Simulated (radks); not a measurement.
**Exchange and kinetic functionals tested on atomic densities: Kr, Zn⁺, In⁺, Li⁺, Sb³⁺**

Aim: take each self-consistent density and evaluate many functionals on it, against the exact exchange and kinetic energies of the same orbitals. Every spin shell is full or empty, so the densities are truly spherical.

Method: non-relativistic Kohn-Sham, r2SCAN, spin-polarised, spherical densities, point nucleus; open shells are filled with parallel spins first. Code: radks (a radial shooting solver on a logarithmic mesh, Libxc functionals) version 1.

### 1 What is computed

| Item | Value |
| --- | --- |
| species | Kr ([Kr]), Zn⁺ ([Ar] 3d10 4s1), In⁺ ([Kr] 4d10 5s2), Li⁺ ([He]), Sb³⁺ ([Kr] 4d10 5s2) |

In the logs a row gives level, spin channel, occupation and eigenvalue; Etot, Ekin, Encl (electron-nucleus), Eh (Hartree) and Exc are energies, all in hartree; err is the last residual, it the number of iterations.

### 2 Kr, [Kr]

Input:

```text
Z 36
configuration [Kr]
relativity non-relativistic
functional r2scan,r2scan
spin polarised
nucleus point
```

Log:

```text
1s      1   1.0000        -512.06905801
2s      1   1.0000         -66.89594563
2p      1   3.0000         -60.43082056
3s      1   1.0000          -9.57965459
3p      1   3.0000          -7.25622668
3d      1   5.0000          -3.11652153
4s      1   1.0000          -0.84755744
4p      1   3.0000          -0.35581976
1s      2   1.0000        -512.06905801
2s      2   1.0000         -66.89594563
2p      2   3.0000         -60.43082056
3s      2   1.0000          -9.57965459
3p      2   3.0000          -7.25622668
3d      2   5.0000          -3.11652153
4s      2   1.0000          -0.84755744
4p      2   3.0000          -0.35581976
Etot -2753.8046215811196
Ekin 2752.2513870229704
Encl -6582.843718410677
Eh 1172.3534459799798
Exc -95.56573617339295
err 1.5941849043081738e-07
it 12
```

Highest occupied level: 4p at -9.682 eV. Exact exchange of these orbitals: -93.8003 hartree.

Radial moments (bohr):

| level | occupation | energy (eV) | <r> | outermost maximum (interpolated) | 90 % within | nodes |
| --- | --- | --- | --- | --- | --- | --- |
| 1s | 2 | -13934.1 | 0.04246 | 0.0281 | 0.0756 | 0 |
| 2s | 2 | -1820.3 | 0.1876 | 0.158 | 0.289 | 1 |
| 2p | 6 | -1644.4 | 0.1619 | 0.125 | 0.263 | 0 |
| 3s | 2 | -260.68 | 0.5401 | 0.476 | 0.802 | 2 |
| 3p | 6 | -197.45 | 0.5446 | 0.467 | 0.828 | 1 |
| 3d | 10 | -84.805 | 0.5537 | 0.412 | 0.904 | 0 |
| 4s | 2 | -23.063 | 1.612 | 1.37 | 2.40 | 3 |
| 4p | 6 | -9.682 | 1.942 | 1.56 | 2.99 | 2 |

Radial density 4πr²ρ:

| r (bohr) | 4πr²ρ (e/bohr) |
| --- | --- |
| 0.00139 | 0.7080 |
| 0.00207 | 1.500 |
| 0.00312 | 3.147 |
| 0.00465 | 6.272 |
| 0.00699 | 11.99 |
| 0.0104 | 20.85 |
| 0.0156 | 32.19 |
| 0.0234 | 42.02 |
| 0.0349 | 43.52 |
| 0.0521 | 37.76 |
| 0.0783 | 39.59 |
| 0.117 | 51.77 |
| 0.176 | 45.92 |
| 0.262 | 30.13 |
| 0.391 | 36.21 |
| 0.588 | 28.49 |
| 0.878 | 9.784 |
| 1.31 | 5.806 |
| 1.97 | 4.007 |
| 2.94 | 1.127 |
| 4.42 | 0.1040 |

### 3 Zn⁺, [Ar] 3d10 4s1

Input:

```text
Z 30
configuration [Ar] 3d10 4s1
relativity non-relativistic
functional r2scan,r2scan
spin polarised
nucleus point
```

Log:

```text
1s      1   1.0000        -347.00860423
2s      1   1.0000         -42.34178482
2p      1   3.0000         -37.28988056
3s      1   1.0000          -5.09864824
3p      1   3.0000          -3.47286680
3d      1   5.0000          -0.75009649
4s      1   1.0000          -0.53538763
1s      2   1.0000        -347.00697423
2s      2   1.0000         -42.34325173
2p      2   3.0000         -37.29044881
3s      2   1.0000          -5.09889214
3p      2   3.0000          -3.47250380
3d      2   5.0000          -0.74277520
4s      2   0.0000          -0.45073126
Etot -1779.0837742327487
Ekin 1777.8602371013635
Encl -4250.670048372411
Eh 764.6435641968644
Exc -70.91752715856595
err 1.1924657527951294e-06
it 14
```

Highest occupied level: 4s up at -14.569 eV. Exact exchange of these orbitals: -69.3789 hartree.

### 4 In⁺, [Kr] 4d10 5s2

Input:

```text
Z 49
configuration [Kr] 4d10 5s2
relativity non-relativistic
functional r2scan,r2scan
spin polarised
nucleus point
```

Log:

```text
1s      1   1.0000        -986.87641090
2s      1   1.0000        -145.29241841
2p      1   3.0000        -135.58369982
3s      1   1.0000         -27.89914597
3p      1   3.0000         -23.90739914
3d      1   5.0000         -16.54635401
4s      1   1.0000          -4.46884946
4p      1   3.0000          -3.15809768
4d      1   5.0000          -1.02305251
5s      1   1.0000          -0.52953374
1s      2   1.0000        -986.87641090
2s      2   1.0000        -145.29241841
2p      2   3.0000        -135.58369982
3s      2   1.0000         -27.89914597
3p      2   3.0000         -23.90739914
3d      2   5.0000         -16.54635401
4s      2   1.0000          -4.46884946
4p      2   3.0000          -3.15809768
4d      2   5.0000          -1.02305251
5s      2   1.0000          -0.52953374
Etot -5742.409499976655
Ekin 5740.1349823377805
Encl -13648.167918521487
Eh 2321.6664509271486
Exc -156.04301472009666
err 3.921603403028362e-06
it 12
```

5s is the highest filled level (-14.409 eV). Exact exchange of these orbitals: -153.590 hartree.

### 5 Li⁺, [He]

Input:

```text
Z 3
configuration [He]
relativity non-relativistic
functional r2scan,r2scan
spin polarised
nucleus point
```

Log:

```text
1s      1   1.0000          -2.27547280
1s      2   1.0000          -2.27547280
Etot -7.281617764807053
Ekin 7.245451358497582
Encl -16.128586228146595
Eh 3.2943582578358397
Exc -1.6928411529938805
err 9.14331492770554e-07
it 9
```

Highest occupied level: 1s at -61.919 eV. Exact exchange of these orbitals: -1.64718 hartree.

### 6 Sb³⁺, [Kr] 4d10 5s2

Input:

```text
Z 51
configuration [Kr] 4d10 5s2
relativity non-relativistic
functional r2scan,r2scan
spin polarised
nucleus point
```

Log:

```text
1s      1   1.0000       -1075.01240004
2s      1   1.0000        -161.25863540
2p      1   3.0000        -151.03251327
3s      1   1.0000         -32.61031879
3p      1   3.0000         -28.34981158
3d      1   5.0000         -20.47704000
4s      1   1.0000          -6.28329400
4p      1   3.0000          -4.82944461
4d      1   5.0000          -2.39675620
5s      1   1.0000          -1.38130706
1s      2   1.0000       -1075.01240004
2s      2   1.0000        -161.25863540
2p      2   3.0000        -151.03251327
3s      2   1.0000         -32.61031879
3p      2   3.0000         -28.34981158
3d      2   5.0000         -20.47704000
4s      2   1.0000          -6.28329400
4p      2   3.0000          -4.82944461
4d      2   5.0000          -2.39675620
5s      2   1.0000          -1.38130706
Etot -6314.142674273366
Ekin 6311.812269166049
Encl -14952.340922107996
Eh 2491.8292160805922
Exc -165.44323741201146
err 2.2974901007294535e-06
it 11
```

5s is the highest filled level (-37.587 eV). Exact exchange of these orbitals: -162.982 hartree.

### 7 What came out

```csv
error in magnitude (%),Kr,Zn⁺,In⁺,Li⁺,Sb³⁺
"exchange, LDA",-5.53,-5.71,-4.89,-13.94,-4.84
"exchange, PW86",+0.03,+0.45,-0.17,+0.39,-0.20
"exchange, WC",-0.97,-0.77,-0.86,-3.49,-0.87
"exchange, SOGGA",-2.55,-2.43,-2.29,-6.07,-2.28
"exchange, APBE",+0.42,+0.77,+0.32,+0.14,+0.30
"exchange, revTPSS",-0.81,-0.47,-0.91,+0.27,-0.93
"exchange, MS2",-0.43,-0.11,-0.57,+0.44,-0.59
"exchange, Tao-Mo",-0.66,-0.31,-0.79,+0.44,-0.81
"exchange, MVS",+0.07,+0.21,+0.09,+0.36,+0.08
"kinetic, Thomas-Fermi",-5.86,-6.33,-5.31,-9.78,-5.25
"kinetic, von Weizsacker",-53.63,-50.61,-58.15,+0.00,-58.67
"kinetic, TF + vW/5",+3.42,+3.55,+3.06,+10.22,+3.01
"kinetic, LC94",+0.06,-0.08,+0.09,+0.94,+0.08
"kinetic, APBEK",+0.13,+0.01,+0.14,+0.83,+0.14
"kinetic, Perdew 92",-0.70,-0.83,-0.65,+1.35,-0.65
"kinetic, Thakkar",-0.46,-0.53,-0.54,+1.20,-0.56
"kinetic, Pearson",-1.05,-1.27,-0.90,-3.56,-0.90
"kinetic, PG1",+17.23,+18.54,+15.23,+53.15,+14.99
```

**Reading.** Negative means that the magnitude is too small. For exchange the mean absolute error is least for MVS (0.16 %) and largest for LDA (6.98 %). Among the orbital-free kinetic functionals LC94 (0.25 %) does best and von Weizsacker (44.21 %) worst. The functionals are evaluated on one density each, not self-consistently.
